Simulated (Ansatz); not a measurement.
# C2H7NOSi: inversion of the pyramid at N1

Aim: the minimum-energy path and barrier of the inversion of the pyramid at N1. The ends are relaxed first, then joined by a nudged elastic band. SMILES of the start: NC1([SiH3])CO1.

Program: Ansatz 0.2.0. Level of theory: RKS PBE-D4/def2-SVP. These are calculated values, not measurements.

## Step 1: The system as given

Bond lengths: N1–C2 1.410 Å, C2–Si3 1.887 Å, C2–C4 1.471 Å, C2–O5 1.443 Å, C4–O5 1.448 Å, N1–H6 1.067 Å, N1–H7 1.034 Å, Si3–H8 1.504 Å, Si3–H9 1.555 Å, Si3–H10 1.473 Å, C4–H11 1.169 Å, C4–H12 1.055 Å. Angles (14 of 22 angles, heavy atoms first): N1–C2–Si3 117.5°, N1–C2–C4 122.8°, N1–C2–O5 114.8°, Si3–C2–C4 113.8°, Si3–C2–O5 115.0°, C4–C2–O5 59.6°, C2–C4–O5 59.2°, C2–O5–C4 61.2°, C2–N1–H6 112.3°, C2–N1–H7 110.5°, C2–Si3–H8 113.4°, C2–Si3–H9 110.6°, C2–Si3–H10 112.1°, C2–C4–H11 116.6°.

Structure file:

```xyz
12

N    -1.0444    1.2236    0.3081
C    -0.3063    0.0712   -0.0332
Si    1.5683    0.2444   -0.1669
C    -0.7555   -1.2902    0.2985
O    -0.9154   -0.7624   -1.0408
H    -0.9243    2.0084   -0.4054
H    -2.0574    1.0502    0.1982
H     2.2556   -1.0234   -0.5922
H     2.1826    0.6206    1.2112
H     1.9616    1.3072   -1.1076
H    -1.7563   -1.3807    0.8957
H    -0.1315   -2.1241    0.4684
```

## Step 2: Relaxing end A

The input, input.yaml:

```yaml
crystal:
  periodic: [false, false, false]
  atoms:
    - { symbol: "N", position_ang: [-1.0444, 1.2236, 0.3081] }
    - { symbol: C, position_ang: [-0.3063, 0.0712, -0.0332] }
    - { symbol: Si, position_ang: [1.5683, 0.2444, -0.1669] }
    - { symbol: C, position_ang: [-0.7555, -1.2902, 0.2985] }
    - { symbol: O, position_ang: [-0.9154, -0.7624, -1.0408] }
    - { symbol: H, position_ang: [-0.9243, 2.0084, -0.4054] }
    - { symbol: H, position_ang: [-2.0574, 1.0502, 0.1982] }
    - { symbol: H, position_ang: [2.2556, -1.0234, -0.5922] }
    - { symbol: H, position_ang: [2.1826, 0.6206, 1.2112] }
    - { symbol: H, position_ang: [1.9616, 1.3072, -1.1076] }
    - { symbol: H, position_ang: [-1.7563, -1.3807, 0.8957] }
    - { symbol: H, position_ang: [-0.1315, -2.1241, 0.4684] }
basis:
  gaussian: { orbitals: def2-SVP }
hamiltonian:
  xc: pbe
  dispersion: d4
relax:
  f_tol: 0.015
  max_steps: 40
output:
  orbitals: {}
```

On the command line:

```console
ansatz run input.yaml --threads 2 --pin off --max-ram 3072MiB --backend cpu --events-out ev --progress --plain --runs-dir out
```

The log of the run (excerpt; [...] marks lines left out):

```text
Warning: RAYON_NUM_THREADS=2 ignored (pool sized by the plan → 2); use --threads N
[...]
Functional definition: PBE
[...]
1233 factors; their error is unknown
[...]
mean field -13583.25673321 eV, -499.1754778834 hartree, gradient 5.1e-5 eV, S^2 0.000000; 0 other end points of the search recorded, 0 dependent functions left out
[...]
reference -13583.25676939 eV, -499.1754792130 hartree; 24, 24 occupied and 85, 85 virtual orbitals, 1233 factors
relax step   1: F+E_penalty+E_count = -13583.50174458 eV  Δ(F+E_penalty+E_count) = +0.000e0 eV  max|allowed force component| = 3.683e0 eV/Å  Δτ_max = 0.0000 Å  (29 SCF iters, accepted)
[...]
relax step   7: F+E_penalty+E_count = -13583.83369498 eV  Δ(F+E_penalty+E_count) = -2.251e-4 eV  max|allowed force component| = 4.665e-2 eV/Å  Δτ_max = 0.0444 Å  (31 SCF iters, accepted)
[...]
relax step   8: F+E_penalty+E_count = -13583.83417434 eV  Δ(F+E_penalty+E_count) = -4.794e-4 eV  max|allowed force component| = 1.340e-2 eV/Å  Δτ_max = 0.0168 Å  (31 SCF iters, accepted)
1233 factors; their error is unknown
mean field -13583.58922208 eV, -499.1876966241 hartree, gradient 2.5e-5 eV, S^2 0.000000; 1 other end points of the search recorded, 0 dependent functions left out
[...]
reference -13583.58925801 eV, -499.1876979442 hartree; 24, 24 occupied and 85, 85 virtual orbitals, 1233 factors
Total energy: -13583.83421026 eV, -499.1966997734 hartree
Atom 0 at    -1.009475     1.212559     0.313880 Å, force    -0.000098     0.004655     0.005956 eV/Å
Atom 1 at    -0.282057     0.049029    -0.032521 Å, force     0.004759     0.001998     0.002118 eV/Å
Atom 2 at     1.606350     0.275967    -0.140956 Å, force    -0.008471    -0.013395     0.004585 eV/Å
Atom 3 at    -0.838206    -1.286371     0.263955 Å, force     0.001030     0.001312     0.004255 eV/Å
Atom 4 at    -0.805600    -0.844442    -1.090912 Å, force     0.006482    -0.004717    -0.004860 eV/Å
Atom 5 at    -0.868828     1.963615    -0.372341 Å, force     0.000616     0.004169    -0.001228 eV/Å
Atom 6 at    -2.019008     1.037707     0.388723 Å, force    -0.007004    -0.000872     0.000084 eV/Å
Atom 7 at     2.225500    -1.033740    -0.536777 Å, force     0.002587     0.003727    -0.000869 eV/Å
Atom 8 at     2.186374     0.733462     1.169767 Å, force    -0.005914    -0.000156    -0.007606 eV/Å
Atom 9 at     1.899769     1.315784    -1.189687 Å, force     0.004044     0.000756    -0.000456 eV/Å
Atom 10 at    -1.842902    -1.342799     0.733234 Å, force     0.005182    -0.000075     0.001601 eV/Å
Atom 11 at    -0.174918    -2.135971     0.527635 Å, force    -0.003213     0.002600    -0.003581 eV/Å
Dipole moment:    -0.182903     0.117732     0.175215 e Å
```

Run time: 22 s. Hardware: 2 threads of Arm Neoverse V1, shared host; peak memory 0.15 GiB.

Relaxation path:

| step | energy from step 1 (eV) | largest force component (eV/Å) |
| --- | --- | --- |
| 1 | 0.0000 | 3.6833 |
| 2 | -0.2868 | 1.0434 |
| 3 | -0.3223 | 0.2848 |
| 4x | -0.2866 | 0.8643 |
| 5 | -0.3310 | 0.1018 |
| 6 | -0.3317 | 0.0990 |
| 7 | -0.3319 | 0.0467 |
| 8 | -0.3324 | 0.0134 |

Step 1 is the start. 1 step was tried and not accepted (marked x).

After: Bond lengths: N1–C2 1.415 Å, C2–Si3 1.905 Å, C2–C4 1.477 Å, C2–O5 1.481 Å, C4–O5 1.425 Å, N1–H6 1.027 Å, N1–H7 1.027 Å, Si3–H8 1.502 Å, Si3–H9 1.505 Å, Si3–H10 1.506 Å, C4–H11 1.110 Å, C4–H12 1.110 Å. Angles (14 of 22 angles, heavy atoms first): N1–C2–Si3 115.2°, N1–C2–C4 120.1°, N1–C2–O5 119.3°, Si3–C2–C4 119.5°, Si3–C2–O5 112.4°, C4–C2–O5 57.6°, C2–C4–O5 61.3°, C2–O5–C4 61.0°, C2–N1–H6 111.5°, C2–N1–H7 112.5°, C2–Si3–H8 108.6°, C2–Si3–H9 111.6°, C2–Si3–H10 108.4°, C2–C4–H11 118.1°.

## Step 3: End point B

The second end starts from a geometry with the move made by hand.

input.yaml: that of step 2 with these lines changed.

```diff
@@ -8,4 +8,4 @@
     - { symbol: O, position_ang: [-0.9154, -0.7624, -1.0408] }
-    - { symbol: H, position_ang: [-0.9243, 2.0084, -0.4054] }
-    - { symbol: H, position_ang: [-2.0574, 1.0502, 0.1982] }
+    - { symbol: H, position_ang: [-0.41849, 2.02462, 0.63372] }
+    - { symbol: H, position_ang: [-1.58077, 1.06548, 1.17736] }
     - { symbol: H, position_ang: [2.2556, -1.0234, -0.5922] }
@@ -23,3 +23 @@
   max_steps: 40
-output:
-  orbitals: {}
```

On the command line:

```console
ansatz run input.yaml --threads 2 --pin off --max-ram 3072MiB --backend cpu --events-out ev --progress --plain --runs-dir out
```

The log of the run (excerpt; [...] marks lines left out):

```text
Warning: RAYON_NUM_THREADS=2 ignored (pool sized by the plan → 2); use --threads N
[...]
Functional definition: PBE
[...]
1233 factors; their error is unknown
[...]
mean field -13583.11378374 eV, -499.1702245871 hartree, gradient 4.2e-5 eV, S^2 0.000000; 0 other end points of the search recorded, 0 dependent functions left out
[...]
reference -13583.11381920 eV, -499.1702258903 hartree; 24, 24 occupied and 85, 85 virtual orbitals, 1233 factors
relax step   1: F+E_penalty+E_count = -13583.35942686 eV  Δ(F+E_penalty+E_count) = +0.000e0 eV  max|allowed force component| = 3.469e0 eV/Å  Δτ_max = 0.0000 Å  (29 SCF iters, accepted)
[...]
relax step   4: F+E_penalty+E_count = -13583.64007434 eV  Δ(F+E_penalty+E_count) = +9.232e-3 eV  max|allowed force component| = 7.372e-1 eV/Å  Δτ_max = 0.1625 Å  (36 SCF iters, rejected (line search))
[...]
Atom 2 at     1.618266     0.241900    -0.081508 Å, force     0.002013    -0.001681     0.001011 eV/Å
Atom 3 at    -0.855554    -1.319217     0.229269 Å, force    -0.003710    -0.003454     0.004479 eV/Å
Atom 4 at    -0.816038    -0.717549    -1.054029 Å, force     0.000370     0.001007    -0.006223 eV/Å
Atom 5 at    -0.734140     2.033444     0.147789 Å, force     0.000416     0.000336     0.000633 eV/Å
Atom 6 at    -1.115328     1.190096     1.526888 Å, force     0.000661     0.002543    -0.003859 eV/Å
Atom 7 at     2.277489    -1.039063    -0.512095 Å, force    -0.002155    -0.000741    -0.001128 eV/Å
Atom 8 at     2.201073     0.680139     1.238272 Å, force    -0.000424     0.003197    -0.000808 eV/Å
Atom 9 at     1.892640     1.322598    -1.093388 Å, force     0.000619     0.000496     0.000874 eV/Å
Atom 10 at    -1.859322    -1.385046     0.692972 Å, force     0.001313     0.000217    -0.000338 eV/Å
Atom 11 at    -0.200665    -2.199331     0.388455 Å, force    -0.000191    -0.000145    -0.000659 eV/Å
Dipole moment:     0.090167     0.138393     0.481304 e Å
```

It took 40 s on 2 threads of Arm Neoverse V1, shared host; peak memory 0.15 GiB.

Relaxation path:

| step | energy from step 1 (eV) | largest force component (eV/Å) |
| --- | --- | --- |
| 1 | 0.0000 | 3.4687 |
| 2 | -0.2411 | 1.1472 |
| 3 | -0.2899 | 0.2529 |
| 4x | -0.2806 | 0.7372 |
| 5 | -0.3102 | 0.1971 |
| 6 | -0.3244 | 0.1181 |
| 7 | -0.3347 | 0.1631 |
| 8 | -0.3369 | 0.3094 |
| 9 | -0.3460 | 0.0807 |
| 10x | -0.2732 | 0.5905 |
| 11 | -0.3490 | 0.0264 |
| 12 | -0.3495 | 0.1779 |
| 13 | -0.3502 | 0.0271 |
| 14x | -0.3500 | 0.0492 |
| 15 | -0.3503 | 0.0062 |

Step 1 is the start. 3 steps were tried and not accepted (marked x).

After: Bond lengths: N1–C2 1.431 Å, C2–Si3 1.906 Å, C2–C4 1.484 Å, C2–O5 1.456 Å, C4–O5 1.418 Å, N1–H6 1.027 Å, N1–H7 1.026 Å, Si3–H8 1.504 Å, Si3–H9 1.508 Å, Si3–H10 1.506 Å, C4–H11 1.108 Å, C4–H12 1.109 Å. Angles (14 of 22 angles, heavy atoms first): N1–C2–Si3 119.9°, N1–C2–C4 116.4°, N1–C2–O5 114.8°, Si3–C2–C4 119.9°, Si3–C2–O5 111.5°, C4–C2–O5 57.7°, C2–C4–O5 60.2°, C2–O5–C4 62.2°, C2–N1–H6 112.3°, C2–N1–H7 111.5°, C2–Si3–H8 111.4°, C2–Si3–H9 110.3°, C2–Si3–H10 108.1°, C2–C4–H11 117.2°.

## Step 4: Nudged elastic band

crystal.atoms is end A as relaxed above, and neb.final_atoms is end B, turned to lie on A. With 5 inner images the band has 7 in all. The start path is listed, through a guess of the saddle.

The input, input.yaml:

```yaml
crystal:
  periodic: [false, false, false]
  atoms:
    - { symbol: "N", position_ang: [-1.009475, 1.212559, 0.31388] }
    - { symbol: C, position_ang: [-0.282057, 0.049029, -0.032521] }
    - { symbol: Si, position_ang: [1.60635, 0.275967, -0.140956] }
    - { symbol: C, position_ang: [-0.838206, -1.286371, 0.263955] }
    - { symbol: O, position_ang: [-0.8056, -0.844442, -1.090912] }
    - { symbol: H, position_ang: [-0.868828, 1.963615, -0.372341] }
    - { symbol: H, position_ang: [-2.019008, 1.037707, 0.388723] }
    - { symbol: H, position_ang: [2.2255, -1.03374, -0.536777] }
    - { symbol: H, position_ang: [2.186374, 0.733462, 1.169767] }
    - { symbol: H, position_ang: [1.899769, 1.315784, -1.189687] }
    - { symbol: H, position_ang: [-1.842902, -1.342799, 0.733234] }
    - { symbol: H, position_ang: [-0.174918, -2.135971, 0.527635] }
basis:
  gaussian: { orbitals: def2-SVP }
hamiltonian:
  xc: pbe
  dispersion: d4
neb:
  order_check: false
  images: 5
  f_tol: 0.05
  max_iterations: 60
  final_atoms:
    - { symbol: "N", position_ang: [-1.23444128, 1.09864943, 0.05249241] }
    - { symbol: C, position_ang: [-0.34199894, -0.00368662, -0.13844163] }
    - { symbol: Si, position_ang: [1.54217654, 0.28699788, -0.14033018] }
    - { symbol: C, position_ang: [-0.88146972, -1.35126532, 0.16867877] }
    - { symbol: O, position_ang: [-0.7395445, -0.93928392, -1.18059816] }
    - { symbol: H, position_ang: [-0.89563201, 1.95619014, -0.39899537] }
    - { symbol: H, position_ang: [-1.3764745, 1.29979762, 1.04889742] }
    - { symbol: H, position_ang: [2.29518213, -1.00301648, -0.31264343] }
    - { symbol: H, position_ang: [1.97088337, 0.9430368, 1.14783132] }
    - { symbol: H, position_ang: [1.8699988, 1.2246559, -1.2718868] }
    - { symbol: H, position_ang: [-1.92284408, -1.40664746, 0.54201024] }
    - { symbol: H, position_ang: [-0.20883683, -2.16062798, 0.51698541] }
  initial_path:
    images:
      - { positions_ang: [[-1.009475, 1.212559, 0.31388], [-0.282057, 0.049029, -0.032521], [1.60635, 0.275967, -0.140956], [-0.838206, -1.286371, 0.263955], [-0.8056, -0.844442, -1.090912], [-0.868828, 1.963615, -0.372341], [-2.019008, 1.037707, 0.388723], [2.2255, -1.03374, -0.536777], [2.186374, 0.733462, 1.169767], [1.899769, 1.315784, -1.189687], [-1.842902, -1.342799, 0.733234], [-0.174918, -2.135971, 0.527635]] }
      - { positions_ang: [[-1.04548416, 1.20676139, 0.23542348], [-0.30015225, 0.04654491, -0.06878618], [1.58361543, 0.26896205, -0.15859089], [-0.81560936, -1.2923492, 0.26442773], [-0.82816402, -0.85550136, -1.09891612], [-0.8073841, 2.01940005, -0.31406656], [-2.02800343, 1.0278365, 0.4232525], [2.24219433, -1.02950696, -0.52169472], [2.14817816, 0.73716707, 1.1739117], [1.91807338, 1.29661109, -1.18924082], [-1.82802934, -1.35481337, 0.76117969], [-0.16223565, -2.12631218, 0.5271002]] }
      - { positions_ang: [[-1.08149333, 1.20096378, 0.15696697], [-0.31824749, 0.04406083, -0.10505137], [1.56088086, 0.2619571, -0.17622579], [-0.79301272, -1.2983274, 0.26490046], [-0.85072804, -0.86656072, -1.10692024], [-0.7459402, 2.0751851, -0.25579212], [-2.03699885, 1.01796601, 0.457782], [2.25888866, -1.02527392, -0.50661245], [2.10998232, 0.74087214, 1.17805639], [1.93637776, 1.27743817, -1.18879464], [-1.81315668, -1.36682774, 0.78912538], [-0.1495533, -2.11665335, 0.52656539]] }
      - { positions_ang: [[-1.11750249, 1.19516617, 0.07851045], [-0.33634274, 0.04157674, -0.14131655], [1.5381463, 0.25495216, -0.19386068], [-0.77041608, -1.3043056, 0.2653732], [-0.87329207, -0.87762008, -1.11492436], [-0.6844963, 2.13097015, -0.19751769], [-2.04599428, 1.00809551, 0.4923115], [2.27558299, -1.02104088, -0.49153017], [2.07178648, 0.7445772, 1.18220109], [1.95468215, 1.25826526, -1.18834846], [-1.79828402, -1.3788421, 0.81707107], [-0.13687095, -2.10699453, 0.52603059]] }
      - { positions_ang: [[-1.15648209, 1.16299392, 0.06983777], [-0.33822814, 0.02648895, -0.14035824], [1.53948971, 0.26563407, -0.17601718], [-0.80743396, -1.31995884, 0.23314172], [-0.82870955, -0.89817469, -1.13681562], [-0.75487487, 2.07271015, -0.26467691], [-1.82282102, 1.10532955, 0.67784014], [2.28211604, -1.01503274, -0.43190126], [2.03815211, 0.8107304, 1.1707445], [1.92645436, 1.24706214, -1.21619457], [-1.83980404, -1.38811055, 0.72538413], [-0.16085958, -2.12487235, 0.52301553]] }
      - { positions_ang: [[-1.19546169, 1.13082168, 0.06116509], [-0.34011354, 0.01140117, -0.13939993], [1.54083313, 0.27631597, -0.15817368], [-0.84445184, -1.33561208, 0.20091024], [-0.78412702, -0.91872931, -1.15870689], [-0.82525344, 2.01445015, -0.33183614], [-1.59964776, 1.20256358, 0.86336878], [2.28864909, -1.00902461, -0.37227234], [2.00451774, 0.8768836, 1.15928791], [1.89822658, 1.23585902, -1.24404069], [-1.88132406, -1.39737901, 0.63369718], [-0.18484821, -2.14275017, 0.52000047]] }
      - { positions_ang: [[-1.23444128, 1.09864943, 0.05249241], [-0.34199894, -0.00368662, -0.13844163], [1.54217654, 0.28699788, -0.14033018], [-0.88146972, -1.35126532, 0.16867877], [-0.7395445, -0.93928392, -1.18059816], [-0.89563201, 1.95619014, -0.39899537], [-1.3764745, 1.29979762, 1.04889742], [2.29518213, -1.00301648, -0.31264343], [1.97088337, 0.9430368, 1.14783132], [1.8699988, 1.2246559, -1.2718868], [-1.92284408, -1.40664746, 0.54201024], [-0.20883683, -2.16062798, 0.51698541]] }
```

On the command line:

```console
ansatz run input.yaml --threads 2 --pin off --max-ram 3072MiB --backend cpu --events-out ev --progress --plain --runs-dir out
```

The log of the run (excerpt; [...] marks lines left out):

```text
Warning: RAYON_NUM_THREADS=2 ignored (pool sized by the plan → 2); use --threads N
[...]
Functional definition: PBE
[...]
1233 factors; their error is unknown
[...]
mean field -13583.58925527 eV, -499.1876978436 hartree, gradient 4.6e-5 eV, S^2 0.000000; 0 other end points of the search recorded, 0 dependent functions left out
[...]
reference -13583.58929130 eV, -499.1876991676 hartree; 24, 24 occupied and 85, 85 virtual orbitals, 1233 factors
1233 factors; their error is unknown
[...]
mean field -13583.46527203 eV, -499.1831415438 hartree, gradient 4.8e-5 eV, S^2 0.000000; 0 other end points of the search recorded, 0 dependent functions left out
[...]
reference -13583.46530814 eV, -499.1831428705 hartree; 24, 24 occupied and 85, 85 virtual orbitals, 1233 factors
NEB end point (image 0): max|allowed force component| = 1.344e-2 eV/Å (the criterion of neb.relax_end_points is 1.000e-2)
[...]
reference -13583.57390050 eV, -499.1871335664 hartree; 24, 24 occupied and 85, 85 virtual orbitals, 1233 factors
[...]
1233 factors; their error is unknown
mean field -13583.51171426 eV, -499.1848482640 hartree, gradient 9.9e-6 eV, S^2 0.000000; 0 other end points of the search recorded, 0 dependent functions left out
[...]
reference -13583.51175030 eV, -499.1848495887 hartree; 24, 24 occupied and 85, 85 virtual orbitals, 1233 factors
[...]
1233 factors; their error is unknown
[...]
mean field -13583.42693898 eV, -499.1817328302 hartree, gradient 1.1e-5 eV, S^2 0.000000; 0 other end points of the search recorded, 0 dependent functions left out
[...]
reference -13583.42697472 eV, -499.1817341436 hartree; 24, 24 occupied and 85, 85 virtual orbitals, 1233 factors
[...]
1233 factors; their error is unknown
mean field -13583.41496808 eV, -499.1812929077 hartree, gradient 2.1e-5 eV, S^2 0.000000; 0 other end points of the search recorded, 0 dependent functions left out
[...]
reference -13583.41500366 eV, -499.1812942150 hartree; 24, 24 occupied and 85, 85 virtual orbitals, 1233 factors
[...]
1233 factors; their error is unknown
```

## Step 5: The output, continued: band between the two ends

Output, continued (excerpt; [...] marks lines left out):

```text
mean field -13583.45042089 eV, -499.1825957745 hartree, gradient 2.0e-5 eV, S^2 0.000000; 0 other end points of the search recorded, 0 dependent functions left out
[...]
reference -13583.45045665 eV, -499.1825970883 hartree; 24, 24 occupied and 85, 85 virtual orbitals, 1233 factors
NEB iter   3: max|band force component| = 8.761e-1 eV/Å  barrier→ = 0.1743 eV  barrier← = 0.0498 eV  Δτ_max = 0.0385 Å  (151 SCF iters)
[...]
NEB iter   6: max|band force component| = 7.081e-2 eV/Å  barrier→ = 0.1530 eV  barrier← = 0.0285 eV  CI = image 4  Δτ_max = 0.0446 Å  (156 SCF iters)
[...]
NEB iter   7: max|band force component| = 3.938e-2 eV/Å  barrier→ = 0.1521 eV  barrier← = 0.0276 eV  CI = image 4  Δτ_max = 0.0000 Å  (307 SCF iters)
Total energy: -13583.68212933 eV, -499.1911109023 hartree
Atom 0 at    -1.118712     1.145331     0.075914 Å, force     0.039364     0.035143    -0.032411 eV/Å
[...]
Atom 3 at    -0.854011    -1.315417     0.208852 Å, force     0.024885     0.012433    -0.006685 eV/Å
Atom 4 at    -0.728805    -0.966901    -1.156606 Å, force    -0.010088    -0.009623    -0.007815 eV/Å
Atom 5 at    -0.810842     2.054219    -0.262014 Å, force     0.003513    -0.017472     0.002407 eV/Å
Atom 6 at    -1.835977     1.154488     0.796220 Å, force    -0.019735    -0.023833     0.022145 eV/Å
Atom 7 at     2.274082    -1.028966    -0.440158 Å, force    -0.007465    -0.003362     0.004824 eV/Å
Atom 8 at     2.073346     0.836687     1.144069 Å, force     0.000248     0.003361     0.000880 eV/Å
Atom 9 at     1.894410     1.261990    -1.249561 Å, force    -0.001591     0.004578    -0.002592 eV/Å
Atom 10 at    -1.890764    -1.369305     0.604473 Å, force     0.002183    -0.000185    -0.005496 eV/Å
Atom 11 at    -0.191122    -2.120338     0.590407 Å, force     0.000311    -0.007692     0.006284 eV/Å
Dipole moment:    -0.137067     0.269588     0.458073 e Å
this run last wrote the band of iteration 7 to <dir>
```

Wall time 89 s (2 threads of Arm Neoverse V1, shared host); peak memory 0.15 GiB.

[end of part 1 of 2]
